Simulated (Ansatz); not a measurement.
TaVN2:

```
CELL_PARAMETERS angstrom
3.04987 0.00000 0.00000
0.00000 3.04987 0.00000
0.00000 0.00000 4.29606
ATOMIC_POSITIONS crystal
Ta 0.00000 0.00000 0.00000
V 0.50000 0.50000 0.50000
N 0.50000 0.50000 0.00000
N 0.00000 0.00000 0.50000
```

The cell comes from a database or a generator and needn't be the stable form of this composition.

Base run:

```yaml
Program: Ansatz 0.2.0
Functional: PBE
Potentials_or_basis: Ansatz PAW
Cutoff: "420 eV (not typed: the program's choice for these potentials)"
k_mesh: 9 × 9 × 6
Occupations: fermi-dirac, width 0.05 eV
Spin: no spin polarisation
```

Its results: band gap on the k mesh none (metal or under the smearing width); pressure -3.2 GPa.

Question: The run is repeated on the same cell with these changes: spin from no spin polarisation to collinear spin, ferromagnetic start. What comes out?

Answer: Band gap on the k mesh none (metal or under the smearing width); pressure -0.8 GPa; net moment 1.14 μB per cell; site moments Ta -0.03; V +0.94; N +0.02, +0.03 μB.
